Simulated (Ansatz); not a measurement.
# ClH5HfO4: the cost of one run

Method: RKS PBE0-D4/def2-SVP, in Ansatz 0.2.0.

### Step 1. The structure to begin with

Bond lengths: Hf1–O2 2.420 Å, O2–H3 1.010 Å, Hf1–O4 2.070 Å, O4–H5 1.010 Å, Hf1–O6 2.069 Å, O6–H7 1.010 Å, Hf1–O8 2.069 Å, O8–H9 1.010 Å, Hf1–Cl10 2.820 Å. Angles: Hf1–O2–H3 109.5°, O2–Hf1–O4 109.4°, O2–Hf1–O6 109.5°, O2–Hf1–O8 109.5°, O2–Hf1–Cl10 71.6°, O4–Hf1–O6 109.5°, O4–Hf1–O8 109.5°, O4–Hf1–Cl10 67.1°, O6–Hf1–O8 109.5°, O6–Hf1–Cl10 72.9°, O8–Hf1–Cl10 176.5°, Hf1–O4–H5 109.5°, Hf1–O6–H7 109.5°, Hf1–O8–H9 109.5°.

As a file:

```xyz
11

Hf    0.0000    0.0000    0.0000
O     0.0000    0.0000    2.4200
H    -0.9095   -0.2814    2.7571
O     1.9520    0.0000   -0.6893
H     2.2684   -0.9521   -0.8060
O    -0.9750    1.6891   -0.6893
H    -1.9328    1.4584   -0.9117
O    -0.9750   -1.6891   -0.6893
H    -1.4296   -2.1548    0.0831
Cl    1.4789    2.2303    0.8892
H     0.7619    1.1490    2.1491
```

### Step 2. A restrained relaxation towards end A

Springs on the bonds that form and break draw the guess towards this end; the thresholds are loose.

Input file input.yaml:

```yaml
crystal:
  periodic: [false, false, false]
  atoms:
    - { symbol: Hf, position_ang: [0.0, 0.0, 0.0] }
    - { symbol: O, position_ang: [0.0, 0.0, 2.42] }
    - { symbol: H, position_ang: [-0.9095, -0.2814, 2.7571] }
    - { symbol: O, position_ang: [1.952, 0.0, -0.6893] }
    - { symbol: H, position_ang: [2.2684, -0.9521, -0.806] }
    - { symbol: O, position_ang: [-0.975, 1.6891, -0.6893] }
    - { symbol: H, position_ang: [-1.9328, 1.4584, -0.9117] }
    - { symbol: O, position_ang: [-0.975, -1.6891, -0.6893] }
    - { symbol: H, position_ang: [-1.4296, -2.1548, 0.0831] }
    - { symbol: Cl, position_ang: [1.4789, 2.2303, 0.8892] }
    - { symbol: H, position_ang: [0.7619, 1.149, 2.1491] }
basis:
  gaussian: { orbitals: def2-SVP }
hamiltonian:
  xc: pbe0
  dispersion: d4
relax:
  f_tol: 0.15
  max_steps: 25
  restrain:
    - { distance: [0, 9], at: 3.72, k: 30.0 }
    - { distance: [10, 1], at: 2.21, k: 30.0 }
    - { distance: [0, 1], at: 2.07, k: 30.0 }
    - { distance: [10, 9], at: 1.37, k: 30.0 }
```

Run with:

```sh
$ ansatz run input.yaml --threads 4 --pin off --max-ram 5120MiB --backend cpu --events-out ev --progress --plain --runs-dir out
```

**Question.** How long does this run take on 4 threads of Intel Xeon Platinum 8175M at 2.50GHz (Skylake/Cascade Lake), shared host, and how much memory does it need?

About 58 s, with a peak of 0.38 GiB.
